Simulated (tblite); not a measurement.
# C7H14Ge: the cost of one run

Computed with tblite 0.8.0 and PySCF 2.14.0, with density-fitted response routines of our own, on a single molecule, in the gas phase or a continuum. Atoms count from 0, in the outputs and in this text.

### Step 1. Starting geometry

22 atoms, charge 0, multiplicity 1; geometry from: force field or distance geometry start.

Bonds of the start (Å): Ge0–C1 1.96, C1–C2 1.51, C2–C3 1.53, C3–C4 1.49, C4–C5 1.50, C5–C6 1.54, C6–C7 1.52, C3–C1 1.49, C7–C4 1.54, Ge0–H8 1.54, Ge0–H9 1.57, Ge0–H10 1.54, C1–H11 1.08, C2–H12 1.10, C2–H13 1.09, C3–H14 1.12, C4–H15 1.12, C5–H16 1.11, C5–H17 1.11, C6–H18 1.09, C6–H19 1.11, C7–H20 1.09, C7–H21 1.11.

### Step 2. Geometry optimisation with GFN2-xTB

Job settings and geometry (Å):

```
{"job": {"kind": "relax", "xc": "GFN2-xTB", "basis": "xTB"}, "charge": 0, "multiplicity": 1}
Ge    -3.121500     0.905000     0.246300
C     -1.579600     0.229200    -0.751300
C     -1.390800    -1.267900    -0.661500
C     -0.536100    -0.307600     0.164100
C      0.911200    -0.423200    -0.172600
C      1.654600     0.826300    -0.529000
C      2.873800     0.176200     0.149900
C      1.848100    -0.494500     1.042800
H     -2.644600     2.175400     0.969100
H     -3.424900    -0.164400     1.361500
H     -4.366100     1.108200    -0.633700
H     -1.354100     0.662800    -1.717200
H     -0.882700    -1.709700    -1.528400
H     -2.082800    -1.904400    -0.107800
H     -0.810800    -0.384800     1.250600
H      1.180000    -1.234700    -0.893600
H      1.412400     1.747300     0.046300
H      1.837200     0.985800    -1.616600
H      3.344600    -0.564200    -0.493500
H      3.540800     0.898100     0.672100
H      2.065600    -1.495800     1.406000
H      1.515200     0.256400     1.795700
```

Started as:

```bash
OMP_NUM_THREADS=1 python probes_run.py task.json out
```

One launch serves the whole session: the jobs run in the order shown.

Q: Estimate the wall time and peak memory of this first job on 1 thread of Arm Neoverse N1, shared host.

About 2.4 s, with a peak of 0.18 GiB.
